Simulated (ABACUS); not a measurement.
# SnSe2 (P-3m1) in ABACUS: convergence with wavefunction cutoff

Aim: find how far wavefunction cutoff must go before the results for SnSe2 settle, at PBE. This setting moves, with any that are tied to it; all else stays.

All numbers are computed with ABACUS 3.10.1; they aren't measurements. Logs are shortened: lines on timing, memory, paths and dates and some standing lists are left out, and cuts for length are marked.

## 1. Starting point

The structure is trigonal, space group P-3m1 (No. 164). The conventional cell has a = 3.811 Å, b = 3.811 Å, c = 6.136 Å, α = 90.00°, β = 90.00°, γ = 120.00°. Sn (site symmetry -3m) is surrounded by 6 Se at 2.68 Å. Se (site symmetry 3m) is surrounded by 3 Sn at 2.68 Å.

## 2. With wavefunction cutoff 30 Ry

INPUT reads:

```
INPUT_PARAMETERS
suffix              SnSe2
calculation         scf
basis_type          pw
pseudo_dir          ./
symmetry            1
dft_functional      pbe
ecutwfc             30
pseudo_rcut         7
nspin               1
nbands              28
ks_solver           dav
smearing_method     gauss
smearing_sigma      0.00734986
scf_thr             1e-08
scf_nmax            100
mixing_type         broyden
mixing_beta         0.7
cal_force           1
cal_stress          1
kpar                4
```

STRU reads:

```
ATOMIC_SPECIES
Sn 118.7100 50_Sn_14_2.5_3.0_pbe_n_v1.0.upf
Se 78.9710 34_Se_16_1.9_2.1_pbe_n_v1.0.upf

LATTICE_CONSTANT
1.8897261246

LATTICE_VECTORS
3.8110000000 0.0000000000 0.0000000000
-1.9055000000 3.3004228138 0.0000000000
0.0000000000 0.0000000000 6.1360000000

ATOMIC_POSITIONS
Direct

Sn
0.0
1
0.0000000000 0.0000000000 0.0000000000 1 1 1

Se
0.0
2
0.6666666667 0.3333333333 0.7510000000 1 1 1
0.3333333333 0.6666666667 0.2490000000 1 1 1
```

KPT reads:

```
K_POINTS
0
Gamma
6 6 4 0 0 0
```

Potentials or basis: SPMS ONCV 1.0 PBE, plane waves.

Launch:

```console
$ OMP_NUM_THREADS=1 mpirun -np 4 abacus > log
```

Run time: 2.7 s. Hardware: 4 MPI ranks of Intel Xeon Platinum 8488C (Sapphire Rapids), shared host; peak memory 0.28 GiB.

What came out:

```yaml
Free_energy: -8036.1062 eV
Pressure: -977.3 GPa
Largest_force: 0.449 eV/Å
Band_gap_on_the_k_mesh: 0.77 eV, direct
```

## 3. With wavefunction cutoff 39 Ry

INPUT, as its differences from that of step 2:

```diff
@@ -7,3 +7,3 @@
 dft_functional      pbe
-ecutwfc             30
+ecutwfc             39
 pseudo_rcut         7
```

STRU is that of step 2.

KPT is that of step 2.

Potentials or basis: SPMS ONCV 1.0 PBE, plane waves.

Launch:

```console
$ OMP_NUM_THREADS=1 mpirun -np 4 abacus > log
```

It took 6.3 s on 4 MPI ranks of Intel Xeon Platinum 8488C (Sapphire Rapids), shared host; peak memory 0.32 GiB.

Results:

```yaml
Free_energy: -8149.8538 eV
Pressure: -265.8 GPa
Largest_force: 0.789 eV/Å
Band_gap_on_the_k_mesh: 0.82 eV, indirect (least direct gap 0.97 eV)
```

## 4. With wavefunction cutoff 48 Ry

INPUT, as its differences from that of step 3:

```diff
@@ -7,3 +7,3 @@
 dft_functional      pbe
-ecutwfc             39
+ecutwfc             48
 pseudo_rcut         7
```

STRU is that of step 3.

KPT is that of step 3.

Launch:

```console
$ OMP_NUM_THREADS=1 mpirun -np 4 abacus > log
```

Wall time 4.8 s (4 MPI ranks of Intel Xeon Platinum 8488C (Sapphire Rapids), shared host); peak memory 0.36 GiB.

What came out:

```yaml
Free_energy: -8168.4385 eV
Pressure: -25.4 GPa
Largest_force: 0.798 eV/Å
Band_gap_on_the_k_mesh: 0.78 eV, indirect (least direct gap 1.03 eV)
```

## 5. With wavefunction cutoff 61 Ry

INPUT, as its differences from that of step 4:

```diff
@@ -7,3 +7,3 @@
 dft_functional      pbe
-ecutwfc             48
+ecutwfc             61
 pseudo_rcut         7
```

STRU is that of step 4.

KPT is that of step 4.

Launch:

```console
$ OMP_NUM_THREADS=1 mpirun -np 4 abacus > log
```

Wall time 11 s (4 MPI ranks of Intel Xeon Platinum 8488C (Sapphire Rapids), shared host); peak memory 0.44 GiB.

What came out:

```yaml
Free_energy: -8169.7203 eV
Pressure: 5.6 GPa
Largest_force: 0.801 eV/Å
Band_gap_on_the_k_mesh: 0.78 eV, indirect (least direct gap 1.03 eV)
```

## 6. With wavefunction cutoff 74 Ry

INPUT, as its differences from that of step 5:

```diff
@@ -7,3 +7,3 @@
 dft_functional      pbe
-ecutwfc             61
+ecutwfc             74
 pseudo_rcut         7
```

STRU is that of step 5.

KPT is that of step 5.

Potentials or basis: SPMS ONCV 1.0 PBE, plane waves.

Launch:

```console
$ OMP_NUM_THREADS=1 mpirun -np 4 abacus > log
```

Wall time 20 s (4 MPI ranks of Intel Xeon Platinum 8488C (Sapphire Rapids), shared host); peak memory 0.56 GiB.

Results (log left out):

| Item | Value |
| --- | --- |
| Free energy | -8169.7219 eV |
| Pressure | 5.7 GPa |
| Largest force | 0.800 eV/Å |
| Band gap on the k mesh | 0.78 eV, indirect (least direct gap 1.03 eV) |

## 7. With wavefunction cutoff 87 Ry

INPUT, as its differences from that of step 6:

```diff
@@ -7,3 +7,3 @@
 dft_functional      pbe
-ecutwfc             74
+ecutwfc             87
 pseudo_rcut         7
```

STRU is that of step 6.

KPT is that of step 6.

Launch:

```console
$ OMP_NUM_THREADS=1 mpirun -np 4 abacus > log
```

It took 19 s on 4 MPI ranks of Intel Xeon Platinum 8488C (Sapphire Rapids), shared host; peak memory 0.64 GiB.

It converged, with:

| Quantity | Value |
| --- | --- |
| Free energy | -8169.7227 eV |
| Pressure | 5.7 GPa |
| Largest force | 0.801 eV/Å |
| Band gap on the k mesh | 0.78 eV, indirect (least direct gap 1.03 eV) |

## 8. With wavefunction cutoff 104 Ry

INPUT, as its differences from that of step 7:

```diff
@@ -7,3 +7,3 @@
 dft_functional      pbe
-ecutwfc             87
+ecutwfc             104
 pseudo_rcut         7
```

STRU is that of step 7.

KPT is that of step 7.

Launch:

```console
$ OMP_NUM_THREADS=1 mpirun -np 4 abacus > log
```

It took 21 s on 4 MPI ranks of Intel Xeon Platinum 8488C (Sapphire Rapids), shared host; peak memory 0.8 GiB.

Results (log left out):

* Free energy: -8169.7230 eV
* Pressure: 5.7 GPa
* Largest force: 0.800 eV/Å
* Band gap on the k mesh: 0.78 eV, indirect (least direct gap 1.03 eV)

## 9. With wavefunction cutoff 130 Ry

INPUT, as its differences from that of step 8:

```diff
@@ -7,3 +7,3 @@
 dft_functional      pbe
-ecutwfc             104
+ecutwfc             130
 pseudo_rcut         7
```

STRU is that of step 8.

KPT is that of step 8.

Potentials or basis: SPMS ONCV 1.0 PBE, plane waves.

Launch:

```console
$ OMP_NUM_THREADS=1 mpirun -np 4 abacus > log
```

running log:

```text
ABACUS v3.10.1

               Atomic-orbital Based Ab-initio Computation at UStc

 ------------------------------------------------------------------------------------

 READING GENERAL INFORMATION
                           global_out_dir = OUT.SnSe2/
                           global_in_card = INPUT
                               pseudo_dir = ./
                              orbital_dir =
                                    DSIZE = 4
                                    GSIZE = 1

 READING UNITCELL INFORMATION
                                    ntype = 2
                  lattice constant (Bohr) = 1.88973
              lattice constant (Angstrom) = 1

 READING ATOM TYPE 1
                               atom label = Sn
                      L=0, number of zeta = 1
                      L=1, number of zeta = 1
                      L=2, number of zeta = 1
             number of atom for this type = 1

 READING ATOM TYPE 2
                               atom label = Se
                      L=0, number of zeta = 1
                      L=1, number of zeta = 1
                      L=2, number of zeta = 1
             number of atom for this type = 2

                        TOTAL ATOM NUMBER = 3
DIRECT COORDINATES
    atom                   x                   y                   z     mag                  vx                  vy                  vz
taud_Sn1            0.0000000000        0.0000000000        0.0000000000  0.0000        0.0000000000        0.0000000000        0.0000000000
taud_Se1            0.6666666667        0.3333333333        0.7510000000  0.0000        0.0000000000        0.0000000000        0.0000000000
taud_Se2            0.3333333333        0.6666666667        0.2490000000  0.0000        0.0000000000        0.0000000000        0.0000000000

                          Volume (Bohr^3) = 520.823
                             Volume (A^3) = 77.178

 Lattice vectors: (Cartesian coordinate: in unit of a_0)
               +3.811                  +0                  +0
              -1.9055            +3.30042                  +0
                   +0                  +0              +6.136
 Reciprocal vectors: (Cartesian coordinate: in unit of 2 pi/a_0)
            +0.262398           +0.151496                  -0
                   -0           +0.302991                  -0
                   +0                  -0           +0.162973
 The esolver type has been set to : ksdft_pw

                PAO radial cut off (Bohr) = 7

 Read in pseudopotential file is 50_Sn_14_2.5_3.0_pbe_n_v1.0.upf
                     pseudopotential type = NC
          exchange-correlation functional = PBE
                 nonlocal core correction = 1
                        valence electrons = 14
                                     lmax = 2
                           number of zeta = 3
                     number of projectors = 6
                           L of projector = 0
[... 5 lines left out ...]
                PAO radial cut off (Bohr) = 7

 Read in pseudopotential file is 34_Se_16_1.9_2.1_pbe_n_v1.0.upf
                     pseudopotential type = NC
          exchange-correlation functional = PBE
                 nonlocal core correction = 1
                        valence electrons = 16
                                     lmax = 2
                           number of zeta = 3
                     number of projectors = 6
[... 181 lines left out ...]
      TOTAL NUMBER OF NONLOCAL PROJECTORS = 54

 Init Non-Local PseudoPotential table :
 Init Non-Local-Pseudopotential done.

                                     npwx = 13046

 Make real space PAO into reciprocal space.
       max mesh points in Pseudopotential = 701
     dq(describe PAO in reciprocal space) = 0.01
                                    max q = 1373

 number of pseudo atomic orbitals for Sn is 3
WARNING: norm of atomic wavefunction # 2 of atomic type Sn is 0.999783, renormalized
WARNING: norm of atomic wavefunction # 3 of atomic type Sn is 0.992073, renormalized

 number of pseudo atomic orbitals for Se is 3
WARNING: norm of atomic wavefunction # 2 of atomic type Se is 0.999994, renormalized
WARNING: norm of atomic wavefunction # 3 of atomic type Se is 0.99943, renormalized

 -------------------------------------------
 SELF-CONSISTENT
 -------------------------------------------
                                 init_chg = atomic

 PW ALGORITHM --------------- ION=   1  ELEC=   1--------------------------------

 Notice: Threshold on eigenvalues was too large.
 hsover_error=0.46 > DRHO=0.0990694
 Origin diag ethr = 0.01
 New diag ethr = 0.000215368

 Density error is 0.0999581193837
                          Error Threshold = 0.000215368179076
----------------------------------------------------------
     Energy           Rydberg                 eV
----------------------------------------------------------
 E_KohnSham     -600.4351411074      -8169.3391984941
 E_Harris       -599.7910319381      -8160.5756436585
 E_Fermi        0.6965947609         9.4776579446
----------------------------------------------------------
[... 75 lines left out ...]
 Density error is 2.24909040668e-09
                          Error Threshold = 6.42714550019e-11
----------------------------------------------------------
     Energy           Rydberg                 eV
----------------------------------------------------------
 E_KohnSham     -600.4633802514      -8169.7234117599
 E_KS(sigma->0) -600.4633802514      -8169.7234117595
 E_Harris       -600.4628902585      -8169.7167450643
 E_band         -59.1215992836       -804.3906251294
 E_one_elec     -302.9937315413      -4122.4412072446
 E_Hartree      164.9057168693       2243.6573821976
 E_xc           -121.3273513481      -1650.7433015821
 E_Ewald        -341.0480142312      -4640.1962851301
 E_entropy(-TS) -0.0000000000        -0.0000000007
 E_descf        0.0000000000         0.0000000000
 E_exx          0.0000000000         0.0000000000
 E_Fermi        0.7160390658         9.7422112853
----------------------------------------------------------

 charge density convergence is achieved
 final etot is -8169.7234118 eV
 EFERMI = 9.7422112853 eV

 STATE ENERGY(eV) AND OCCUPATIONS    NSPIN == 1
 1/6 kpoint (Cartesian) = 0.0000 0.0000 0.0000 (13009 pws)
       1       -37.5579      0.0138889
       2       -37.5579      0.0138889
       3       -37.5578      0.0138889
       4       -37.5578      0.0138889
       5       -37.4979      0.0138889
       6       -37.4979      0.0138889
[... 170 lines left out ...]
      27        15.7827        0.00000
      28        16.3554        0.00000

------------------------------------------------------------------------------------------
 TOTAL-FORCE (eV/Angstrom)
------------------------------------------------------------------------------------------
                       Sn1         0.0000000000         0.0000000000         0.0000000000
                       Se1         0.0000000000         0.0000000000        -0.8000908471
                       Se2         0.0000000000         0.0000000000         0.8000908471
------------------------------------------------------------------------------------------

----------------------------------------------------------------
 TOTAL-STRESS (KBAR)
----------------------------------------------------------------
        52.7870493918        -0.0000000000         0.0000000000
         0.0000000000        52.7870493925         0.0000000000
         0.0000000000         0.0000000000        65.3449992159
----------------------------------------------------------------
 TOTAL-PRESSURE: 56.973033 KBAR

 --------------------------------------------
 !FINAL_ETOT_IS -8169.7234117598554803 eV
 --------------------------------------------
```

Wall time 41 s (4 MPI ranks of Intel Xeon Platinum 8488C (Sapphire Rapids), shared host); peak memory 0.96 GiB.

Results:

* Free energy: -8169.7234 eV
* Pressure: 5.7 GPa
* Largest force: 0.800 eV/Å
* Band gap on the k mesh: 0.78 eV, indirect (least direct gap 1.03 eV)

## 10. The series at a glance

| wavefunction cutoff | energy less the tightest run, at zero smearing (meV/atom) | pressure (GPa) | largest force (eV/Å) | gap on the mesh (eV) | SCF cycles | CPU time (s) |
| --- | --- | --- | --- | --- | --- | --- |
| 30 Ry | 44539.08 | -977.32 | 0.449 | 0.772 | 8 | 10 |
| 39 Ry | 6623.22 | -265.84 | 0.789 | 0.821 | 8 | 25 |
| 48 Ry | 428.30 | -25.37 | 0.798 | 0.780 | 8 | 19 |
| 61 Ry | 1.05 | 5.63 | 0.801 | 0.775 | 8 | 44 |
| 74 Ry | 0.52 | 5.69 | 0.800 | 0.775 | 8 | 78 |
| 87 Ry | 0.25 | 5.69 | 0.801 | 0.775 | 8 | 77 |
| 104 Ry | 0.15 | 5.70 | 0.800 | 0.775 | 8 | 84 |
| 130 Ry | 0.00 | 5.70 | 0.800 | 0.775 | 8 | 160 |

Against the tightest run, the energy stays within 1 meV/atom from 74 Ry on; the pressure stays within 0.1 GPa from 61 Ry on; the largest force stays within 0.005 eV/Å from 48 Ry on; the gap on the mesh stays within 0.01 eV from 48 Ry on. The tightest run that finished is the yardstick and may itself not be fully converged.

Caveats: spin-orbit coupling is left out, which moves the levels of the heavy elements; this functional lacks dispersion, which binds the layers, so the pressure and a relaxed spacing across them are unreliable.
